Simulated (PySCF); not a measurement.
# F3H3NPm (Pm(F)3(NH3)): the cost of one run

Program: PySCF 2.14.0. Level of theory: several levels, as the steps say, no spin–orbit coupling. These are calculated values, not measurements.

1 further run of the same task is left out (for a known fault of the program).

### 1 Starting geometry

8 atoms, charge 0, spin multiplicity 1.

Bond lengths: Pm1–F2 2.091 Å, Pm1–F3 2.091 Å, Pm1–F4 2.091 Å, Pm1–N5 2.599 Å, N5–H6 1.022 Å, N5–H7 1.022 Å, N5–H8 1.022 Å. Angles: F2–Pm1–F3 118.6°, F2–Pm1–F4 118.6°, F2–Pm1–N5 96.9°, F3–Pm1–F4 118.6°, F3–Pm1–N5 96.9°, F4–Pm1–N5 96.9°, Pm1–N5–H6 112.3°, Pm1–N5–H7 112.3°, Pm1–N5–H8 112.3°, H6–N5–H7 106.5°, H6–N5–H8 106.5°, H7–N5–H8 106.5°.

As a file:

```mol
F3H3NPm
  3D, bonds by distance, orders not assigned

  8  7  0  0  0  0  0  0  0  0999 V2000
    0.1178   -0.1178    0.1178 Pm  0  0
    1.1100    1.4325    1.1100 F   0  0
   -1.4325   -1.1100    1.1100 F   0  0
    1.1100   -1.1100   -1.4325 F   0  0
   -1.3827    1.3827   -1.3827 N   0  0
   -1.9926    1.9926   -0.8352 H   0  0
   -0.8352    1.9926   -1.9926 H   0  0
   -1.9926    0.8352   -1.9926 H   0  0
  1  2  8  0
  1  3  8  0
  1  4  8  0
  1  5  8  0
  5  6  8  0
  5  7  8  0
  5  8  8  0
M  END
```

Formal oxidation states: Pm +3. Each metal's 4 4f electrons lie in its core potential, so multiplicities, spins and levels count the valence alone. An earlier session relaxed this geometry at PBE0, Pm lcecp-1-SVP with ECP50, F def2-SVP, N def2-SVP, H def2-SVP (singlet, point group C3v).

At PBE0 on the finer grid: E = -389.854816 Eh, HOMO -9.21 eV, LUMO -0.80 eV, Mulliken charge on Pm1 +1.20 e, largest force component 0.012 eV/Å. 

Levels to run: M06-L; revPBE; PBE0, TZVP. Hardware: 2 threads of Arm Neoverse V1, shared host.

### 2 M06-L

Input file run.py (the lines that set the calculation):

```python
mol = gto.M(atom='''
Pm     0.11781    -0.11781     0.11781
F      1.10998     1.43254     1.10998
F     -1.43254    -1.10998     1.10998
F      1.10998    -1.10998    -1.43254
N     -1.38268     1.38268    -1.38268
H     -1.99262     1.99262    -0.83522
H     -0.83522     1.99262    -1.99262
H     -1.99262     0.83522    -1.99262''',
    basis={'Pm': 'lcecp-1-SVP', 'F': 'def2-SVP', 'N': 'def2-SVP', 'H': 'def2-SVP'},
    ecp={'Pm': 'lcecp-1-SVP'},
    charge=0, spin=0)
mf = dft.RKS(mol, xc='M06L')
mf.grids.atom_grid = (75, 302)  # f atoms: unpruned, at least (60, 302)
mf = mf.density_fit()  # fitting sets: Pm AutoAux, F def2-universal-JKFIT, N def2-universal-JKFIT, H def2-universal-JKFIT
mf.conv_tol = 1e-08; mf.max_cycle = 55
mf.kernel(dm0)  # dm0: the density of the relaxed state
```

Launch:

```bash
> OMP_NUM_THREADS=2 python run.py
```

**Question.** How long does this run take on 2 threads of Arm Neoverse V1, shared host?

About 8.3 s.
